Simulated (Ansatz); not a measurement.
# YAl2Ge2 (P-3m1): the equilibrium volume

At what volume is YAl2Ge2 (P-3m1) free of pressure?

Computed with Ansatz 0.2.0 (DFT PBEsol, scalar-relativistic, plane waves, PAW, unless a step's input says otherwise).

**1. The system as given**

Symmetry: P-3m1, No. 164, trigonal system. The conventional cell has a = 4.210 Å, b = 4.210 Å, c = 6.587 Å, α = 90.00°, β = 90.00°, γ = 120.00°. Al (site symmetry 3m) has 4 Ge at 2.52 to 2.55 Å as nearest neighbours. Around Y (site symmetry -3m) lie 6 Ge at 2.96 Å and 6 Al at 3.38 Å. Ge (site symmetry 3m) is surrounded by 4 Al at 2.52 to 2.55 Å.

Structure file:

```xyz
5
Lattice="3.6434 -2.1056 0.0065 3.6434 2.1056 0.0065 -0.0139 0.0000 6.5870" Properties=species:S:1:pos:R:3 pbc="T T T"
Al    2.4163    0.0000    5.6435
Al    4.8566    0.0000    0.9566
Y    -0.0070    0.0000    3.2935
Ge    2.4254    0.0000    1.6064
Ge    4.8475    0.0000    4.9937
```

**2. At the starting volume (PBEsol, 6×6×4 mesh)**

File input.yaml:

```yaml
crystal:
  lattice:
    - [3.6434079478, -2.1056373175, 0.0065458123]
    - [3.6434079478, 2.1056373175, 0.0065458123]
    - [-0.0139366876, 0.0, 6.5869961402]
  atoms:
    - { symbol: Al, position: [0.3332395387, 0.3332395387, 0.8560961225] }
    - { symbol: Al, position: [0.6667604613, 0.6667604613, 0.1439038775] }
    - { symbol: "Y", position: [0.0, 0.0, 0.5] }
    - { symbol: Ge, position: [0.3333130252, 0.3333130252, 0.2432127554] }
    - { symbol: Ge, position: [0.6666869748, 0.6666869748, 0.7567872446] }
basis:
  ecutwfc: 420
kpoints:
  mp_grid: { grid: [6, 6, 4] }
hamiltonian:
  xc: pbesol
scf:
  occupations: { method: gaussian, width: 0.1 }
output:
  forces: true
  stress: true
  eigenvalues: true
```

On the command line:

```console
ansatz run input.yaml --threads 8 --pin off --max-ram 14336MiB --backend cpu --events-out ev --progress --plain --runs-dir out
```

Further steps of the session: Full relaxation.

Before running it: what results should come out? Wanted: volume; pressure; conventional cell; gap on the mesh.

The runs gave:

| quantity | value |
| --- | --- |
| volume | 20.338 Å³/atom |
| pressure | -0.01 GPa |
| conventional cell | a = 4.232 Å, b = 4.232 Å, c = 6.556 Å, α = 90.00°, β = 90.00°, γ = 120.00° |
| gap on the mesh | none (metal) |

Over the 2 runs shown the cell moved from 20.21 to 20.34 Å³/atom, a change of +0.6 %, where the pressure is zero within 0.01 GPa.
